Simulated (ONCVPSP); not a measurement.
# N: the cost of one run

Method: ONCVPSP 4.0.1, PBE, scalar-relativistic.

## Step 1: Settings

Typed settings, in words:

* element: nitrogen (N, Z = 7)
* type: optimised norm-conserving Vanderbilt (ONCV)
* frozen core: [He]
* valence charge: 5
* reference configuration: 2s2 2p3
* partial waves: 2s: rc 1.15 bohr, ncon 5, nbas 10, qcut 6.3 1/bohr, 2 projectors, debl 2.5 Ha; 2p: rc 1.70 bohr, ncon 4, nbas 7, qcut 7.5 1/bohr, 2 projectors, debl 2.7 Ha; d scattering state at 0.2 Ha: rc 1.70 bohr, ncon 4, nbas 8, qcut 5.7 1/bohr, 2 projectors, debl 1.2 Ha
* local potential: polynomial inside 1.05 bohr (lpopt 4, dvloc0 1 Ha)
* core correction: not asked for

An earlier all-electron run gives the scale for the radii.

All-electron outer shells of the reference configuration (PBE, scalar-relativistic, ld1.x):

| shell | level (eV) | outermost node (bohr) | outermost maximum (bohr) |
| --- | --- | --- | --- |
| 1s | -384.72 | – | 0.15 |
| 2s | -18.58 | 0.32 | 1.02 |
| 2p | -7.09 | – | 0.98 |

## Step 2: Generating the potential

The input, N.dat:

```
# ATOM AND REFERENCE CONFIGURATION
# atsym  z   nc   nv     iexc    psfile
  N 7.00    1    2        4      upf
#
#   n    l    f
    1    0    2.00
    2    0    2.00
    2    1    3.00
#
# PSEUDOPOTENTIAL AND OPTIMIZATION
# lmax
    2
#
#   l,   rc,      ep,       ncon, nbas, qcut
    0    1.15    0.00    5   10    6.30
    1    1.70    0.00    4    7    7.50
    2    1.70    0.20    4    8    5.70
#
# LOCAL POTENTIAL
# lloc, lpopt,  rc(5),   dvloc0
    4    4    1.05    1.00
#
# VANDERBILT-KLEINMAN-BYLANDER PROJECTORs
# l, nproj, debl
    0    2    2.50
    1    2    2.70
    2    2    1.20
#
# MODEL CORE CHARGE
# icmod, fcfact, rcfact
    0    0.00    0.00
#
# LOG DERIVATIVE ANALYSIS
# epsh1, epsh2, depsh
   -2.00    5.00    0.02
#
# OUTPUT GRID
# rlmax, drl
    6.00    0.01
#
# TEST CONFIGURATIONS
# ncnf
    4
# nvcnf
#   n    l    f
    2
    2    0    2.00
    2    1    2.00
#
    2
    2    0    2.00
    2    1    1.00
#
    2
    2    0    2.00
    2    1    0.00
#
    2
    2    0    1.00
    2    1    0.00
#
```

Launch:

```console
$ oncvpsp.x < N.dat > N.out
```

**Question.** How long does this run take on 1 thread of Intel Xeon Platinum 8259CL at 2.50GHz, shared host?

About 4.4 s.
